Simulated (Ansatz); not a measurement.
# SbP5: the cost of one run

Method: DFT PBE, scalar-relativistic, plane waves, PAW, in Ansatz 0.2.0.

### 1 Starting point

The structure is hexagonal, space group P6/mmm (No. 191). Conventional cell: a = 4.801 Å, b = 4.801 Å, c = 5.260 Å, α = 90.00°, β = 90.00°, γ = 120.00°. Sb (site symmetry 6/mmm) has 8 P at 2.63 to 2.77 Å as nearest neighbours. P (site symmetry -6m2) has 8 P at 2.63 to 2.77 Å as nearest neighbours. P (site symmetry 6/mmm) is surrounded by 2 Sb at 2.63 Å. P (site symmetry -6m2) has 5 P at 2.63 to 2.77 Å and 3 Sb at 2.77 Å as nearest neighbours.

Coordinates:

```cif
data_structure
_symmetry_space_group_name_H-M 'P 1'
_symmetry_Int_Tables_number 1
_cell_length_a 4.8006
_cell_length_b 4.8006
_cell_length_c 5.2601
_cell_angle_alpha 90.000
_cell_angle_beta 90.000
_cell_angle_gamma 120.000
_cell_volume 104.98
loop_
_atom_site_label
_atom_site_type_symbol
_atom_site_fract_x
_atom_site_fract_y
_atom_site_fract_z
_atom_site_occupancy
Sb1 Sb 0.00000 0.00000 0.50000 1
P1 P 0.33333 0.66667 0.00000 1
P2 P 0.66667 0.33333 0.00000 1
P3 P 0.00000 0.00000 0.00000 1
P4 P 0.33333 0.66667 0.50000 1
P5 P 0.66667 0.33333 0.50000 1
```

The cell was relaxed beforehand at this level, from a generated guess; it is a trial structure. At a tolerance of 0.05 Å it has space group P6/mmm (No. 191); it has 17.50 Å³/atom, an uncorrected energy of +0.52 eV/atom over the elements.

### 2 Static run: bands, density of states and charges

The input, input.yaml:

```yaml
crystal:
  lattice:
    - [4.800552393, 0.0, 0.0]
    - [-2.4002761965, 4.1574003245, 0.0]
    - [0.0, 0.0, 5.2601281927]
  atoms:
    - { symbol: Sb, position: [0.0, 0.0, 0.5] }
    - { symbol: P, position: [0.3333333333, 0.6666666667, 0.0] }
    - { symbol: P, position: [0.6666666667, 0.3333333333, 0.0] }
    - { symbol: P, position: [0.0, 0.0, 0.0] }
    - { symbol: P, position: [0.3333333333, 0.6666666667, 0.5] }
    - { symbol: P, position: [0.6666666667, 0.3333333333, 0.5] }
basis:
  ecutwfc: 420
kpoints:
  mp_grid: { grid: [12, 12, 8] }
  band_path:
    path:
      - [[0.0, 0.0, 0.0], [0.5, 0.0, 0.0], [0.33333333, 0.33333333, 0.0], [0.0, 0.0, 0.0], [0.0, 0.0, 0.5], [0.5, 0.0, 0.5], [0.33333333, 0.33333333, 0.5], [0.0, 0.0, 0.5]]
      - [[0.5, 0.0, 0.5], [0.5, 0.0, 0.0]]
      - [[0.33333333, 0.33333333, 0.5], [0.33333333, 0.33333333, 0.0]]
    npoints: 14
hamiltonian:
  xc: pbe
scf:
  occupations: { method: gaussian, width: 0.1 }
  n_extra_bands: 15
output:
  forces: true
  stress: true
  eigenvalues: true
  populations: true
  dos: { projected: true, de: 0.02, nscf_kmesh: { grid: [15, 15, 10] } }
  bader: true
  write_density: true
  write_potential: true
  elf: true
  volumetric_format: npy
```

Command:

```bash
> ansatz run input.yaml --threads 1 --pin off --max-ram 2560MiB --backend cpu --events-out ev --progress --plain --runs-dir out
```

Q: Estimate wall time and peak memory on 1 thread of Intel Xeon at 2.70GHz, shared host.

About 82 s, with a peak of 0.65 GiB.
